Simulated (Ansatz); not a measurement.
Runs of Ansatz 0.2.0 on SiO. Symmetry: F-43m, No. 216, cubic system. The conventional cell has a = 4.867 Å, b = 4.867 Å, c = 4.867 Å, α = 90.00°, β = 90.00°, γ = 90.00°. Si (site symmetry -43m) is surrounded by 4 O at 2.11 Å. Around O (site symmetry -43m) lie 4 Si at 2.11 Å. The cell was built by a generator and needn't be a form met in nature.

| task | level | cell | k mesh | cutoff (eV) | share of exact exchange | mesh quality | gap on the mesh (eV) | pressure (GPa) | relaxed volume (Å³/atom) |
| --- | --- | --- | --- | --- | --- | --- | --- | --- | --- |
| single point | HSE06 | as given | 5 × 5 × 5 | 420 | 0.25 | coarse | - | -1.2 | - |
| single point | HSE06 form with a typed share of exact exchange | as given | 5 × 5 × 5 | 420 | 0.15 | coarse | - | (a) | - |
| single point | HSE06 form with a typed share of exact exchange | as given | 5 × 5 × 5 | 420 | 0 | coarse | none | 0.6 | - |
| relaxation of cell and atoms | r2SCAN+D3(BJ) | relaxed | 9 × 9 × 9 | 500 | - | not flagged | none | 0.0 | (b) |
| relaxation of cell and atoms | r2SCAN+D3(BJ)-ATM | relaxed | 9 × 9 × 9 | 500 | - | not flagged | none | 0.0 | 14.59 |
| single point | HSE06 form with a typed share of exact exchange | as given | 5 × 5 × 5 | 420 | 0.1 | coarse | - | -0.2 | - |

Alike in all rows: potentials or basis Ansatz PAW; no spin polarisation; smearing fermi-dirac 0.05 eV.

Question: Estimate the missing entries.

Answer: (a) -0.6; (b) 14.63.

Caveats: some runs use coarse meshes; the PAW data sets come from PBE, with cores solved anew for the run's functional, which leaves a small shift of forces and pressure (some runs); the thresholds are loose for stress (some runs); the plane-wave basis is chosen anew once the cell has moved, so the energies of steps on either side of that aren't comparable (some runs); pairwise dispersion overbinds metals, which lowers pressure and volume (some runs); the PAW data sets were made with another functional, which shifts forces and pressure a little (some runs); the dispersion damping was fitted for another functional or another form of the correction (some runs).

A gap of «none» marks a metal or a gap under the smearing width.
